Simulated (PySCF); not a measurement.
# ClO3Re (Re(O)3(Cl)-): the cost of one run

Method: several levels, as the steps say, no spin–orbit coupling; program: PySCF 2.14.0.

5 further runs of the same task are left out: 2 for a known fault of the program, 1 that didn't finish, 2 set aside as unsound or not needed. Runs told in other sessions of the task aren't counted.

**1. Where the work starts**

5 atoms, charge -1, spin multiplicity 2.

Bond lengths: Re1–O2 1.743 Å, Re1–O3 1.736 Å, Re1–O4 1.743 Å, Re1–Cl5 2.424 Å. Angles: O2–Re1–O3 107.8°, O2–Re1–O4 120.6°, O2–Re1–Cl5 94.8°, O3–Re1–O4 107.8°, O3–Re1–Cl5 132.2°, O4–Re1–Cl5 94.8°.

Geometry (Å):

```xyz
5

Re    0.0000    0.1666    0.0403
O     1.5139    0.0338    0.8931
O     0.0000    1.6822   -0.8065
O    -1.5139    0.0338    0.8931
Cl    0.0000   -2.1318   -0.7314
```

Formal oxidation states: Re +6. An earlier session relaxed this geometry at r2SCAN, Re def2-SVP with ECP60, O def2-SVP, Cl def2-SVP (doublet, point group Cs).

At r2SCAN on the finer grid: E = -763.972457 Eh, HOMO 0.35 eV, LUMO 1.89 eV (over both spins), ⟨S²⟩ = 0.754, Mulliken charge on Re1 +0.82 e, largest force component 0.014 eV/Å. The highest filled level lies above zero; it isn't the detachment energy.

Levels to run: revPBE; TPSS; BP86; CAM-B3LYP; r2SCAN, TZVP; r2SCAN, x2c-SVP. Hardware: 2 threads of Arm Neoverse V2, shared host.

**2. revPBE**

File run.py (the lines that set the calculation):

```python
mol = gto.M(atom='''
Re     0.00000     0.16658     0.04029
O      1.51389     0.03385     0.89312
O      0.00000     1.68216    -0.80649
O     -1.51389     0.03385     0.89312
Cl     0.00000    -2.13181    -0.73144''',
    basis={'Re': 'def2-SVP', 'O': 'def2-SVP', 'Cl': 'def2-SVP'},
    ecp={'Re': 'def2-SVP'},
    charge=-1, spin=1)
mf = dft.UKS(mol, xc='PBE_R,PBE')
mf.grids.atom_grid = (75, 302)
mf = mf.density_fit()  # fitting sets: Re def2-universal-JKFIT, O def2-universal-JKFIT, Cl def2-universal-JKFIT
mf.conv_tol = 1e-08; mf.max_cycle = 55
mf.kernel(dm0)  # dm0: the density of the relaxed state
```

Launch:

```bash
$ OMP_NUM_THREADS=2 python run.py
```

**Question.** How long does this run take on 2 threads of Arm Neoverse V2, shared host?

About 4.9 s.
